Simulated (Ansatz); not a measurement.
# Hf5Br: the cost of one run

Method: DFT PBE, scalar-relativistic, plane waves, PAW, in Ansatz 0.2.0.

## 1. Starting point

The structure is tetragonal, space group P4/mmm (No. 123). Conventional cell: a = 5.552 Å, b = 5.552 Å, c = 4.281 Å, α = 90.00°, β = 90.00°, γ = 90.00°. Hf (site symmetry m2m) has 1 Br at 1.80 Å in its first shell of neighbours. Hf (site symmetry 4/mmm) has 4 Hf at 2.13 Å in its first shell of neighbours. Around Br (site symmetry 4/mmm) lie 4 Hf at 1.80 Å.

Structure file:

```cif
data_structure
_symmetry_space_group_name_H-M 'P4/mmm'
_symmetry_Int_Tables_number 123
_cell_length_a 5.5523
_cell_length_b 5.5523
_cell_length_c 4.2810
_cell_angle_alpha 90.000
_cell_angle_beta 90.000
_cell_angle_gamma 90.000
_cell_volume 131.97
loop_
_atom_site_label
_atom_site_type_symbol
_atom_site_symmetry_multiplicity
_atom_site_Wyckoff_symbol
_atom_site_fract_x
_atom_site_fract_y
_atom_site_fract_z
_atom_site_occupancy
Hf1 Hf 4 k 0.27105 0.27105 0.50000 1
Hf2 Hf 1 b 0.00000 0.00000 0.50000 1
Br1 Br 1 d 0.50000 0.50000 0.50000 1
```

A structure generator made this guess: random cell by space group and Wyckoff sites (P4/mmm, No. 123). Its size is a rough estimate.

## 2. The guess as it stands, on a coarse mesh

Contents of input.yaml:

```yaml
crystal:
  lattice:
    - [5.55227246, 0.0, 0.0]
    - [0.0, 5.55227246, 0.0]
    - [0.0, 0.0, 4.28098954]
  atoms:
    - { symbol: Hf, position: [0.2710467, 0.2710467, 0.5] }
    - { symbol: Hf, position: [0.7289533, 0.7289533, 0.5] }
    - { symbol: Hf, position: [0.7289533, 0.2710467, 0.5] }
    - { symbol: Hf, position: [0.2710467, 0.7289533, 0.5] }
    - { symbol: Hf, position: [0.0, 0.0, 0.5] }
    - { symbol: Br, position: [0.5, 0.5, 0.5] }
basis:
  ecutwfc: 420
kpoints:
  mp_grid: { grid: [4, 4, 4] }
hamiltonian:
  xc: pbe
scf:
  occupations: { method: gaussian, width: 0.1 }
  lower_state_search: "off"
output:
  forces: true
  stress: true
  eigenvalues: true
```

Run with:

```console
ansatz run input.yaml --threads 1 --pin off --max-ram 2560MiB --backend cpu --events-out ev --progress --plain --runs-dir out
```

**Question.** How long does this run take on 1 thread of Arm Neoverse V1, shared host, and how much memory does it need?

About 18 s, with a peak of 0.46 GiB.
